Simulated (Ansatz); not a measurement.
# ClFH₂NNbS: basis-set convergence

One table from this session's results is given with a row withheld; the runs are named, their logs left out.

Computed with Ansatz 0.2.0, Gaussian basis. Level: one geometry, several basis sets.

The runs, in order: PBE0-D4/def2-SVP; ωB97M-V/def2-SVP; PBE0-D4/def2-QZVPP; ωB97M-V/def2-QZVPP; the functionals' def2-TZVPP values are taken from earlier runs.

**Structure used throughout**

All runs share one geometry, relaxed beforehand with PBE0-D4 in a triple-zeta def2 set. Nb takes the def2 core potential; no spin-orbit term is included.

SMILES `[NH2][Nb]([F])(=[S])[Cl]`, 7 atoms, charge 0, spin multiplicity 1.

Atoms are counted from 1 here; the program's logs count them from 0.

Bond lengths: N1–Nb2 1.934 Å, N1–H6 1.009 Å, N1–H7 1.013 Å, Nb2–F3 1.862 Å, Nb2–S4 2.130 Å, Nb2–Cl5 2.289 Å. Angles: Nb2–N1–H6 127.1°, Nb2–N1–H7 121.8°, H6–N1–H7 111.1°, N1–Nb2–F3 109.9°, N1–Nb2–S4 104.7°, N1–Nb2–Cl5 109.4°, F3–Nb2–S4 111.4°, F3–Nb2–Cl5 110.3°, S4–Nb2–Cl5 110.9°.

Set-up of the first run:

File in.yaml:

```yaml
crystal:
  periodic: [false, false, false]
  atoms:
    - {symbol: N, position_ang: [-0.741120, 0.647196, 0.696545]}
    - {symbol: Nb, position_ang: [0.479577, -0.431649, -0.345999]}
    - {symbol: F, position_ang: [1.815532, -1.120620, 0.753031]}
    - {symbol: S, position_ang: [-0.730435, -1.980895, -1.165079]}
    - {symbol: Cl, position_ang: [1.399697, 0.850429, -2.004721]}
    - {symbol: H, position_ang: [-1.736283, 0.514539, 0.796999]}
    - {symbol: H, position_ang: [-0.425870, 1.452900, 1.223524]}
basis:
  gaussian: {orbitals: def2-SVP}
hamiltonian: {xc: pbe0, dispersion: d4}
output: {orbitals: {seedname: orbitals}}
```

The run is started by

```sh
ansatz run in.yaml --threads 4 --pin off --events-out ev --progress --plain --max-ram 10444MiB
```

Among the steps run: PBE0-D4 in def2-SVP; ωB97M-V in def2-SVP; PBE0-D4 in def2-QZVPP; ωB97M-V in def2-QZVPP.

One table of the session follows, with a row left open; its other results are not shown here.

It belongs to the step «Functionals by basis». 

| functional | basis | HOMO (eV) | LUMO (eV) |
| --- | --- | --- | --- |
| PBE0-D4 | def2-SVP | -8.03 | -2.53 |
| PBE0-D4 | def2-TZVPP | ? | ? |
| PBE0-D4 | def2-QZVPP | -8.06 | -2.61 |
| ωB97M-V | def2-SVP | -10.08 | -0.41 |
| ωB97M-V | def2-TZVPP | -10.14 | -0.52 |
| ωB97M-V | def2-QZVPP | -10.16 | -0.55 |

Q: Estimate the row for PBE0-D4, def2-TZVPP from the others.

**Answer.** HOMO (eV): -8.04; LUMO (eV): -2.60. In the column «HOMO (eV)» it lies between PBE0-D4, def2-QZVPP (-8.06) and PBE0-D4, def2-SVP (-8.03).
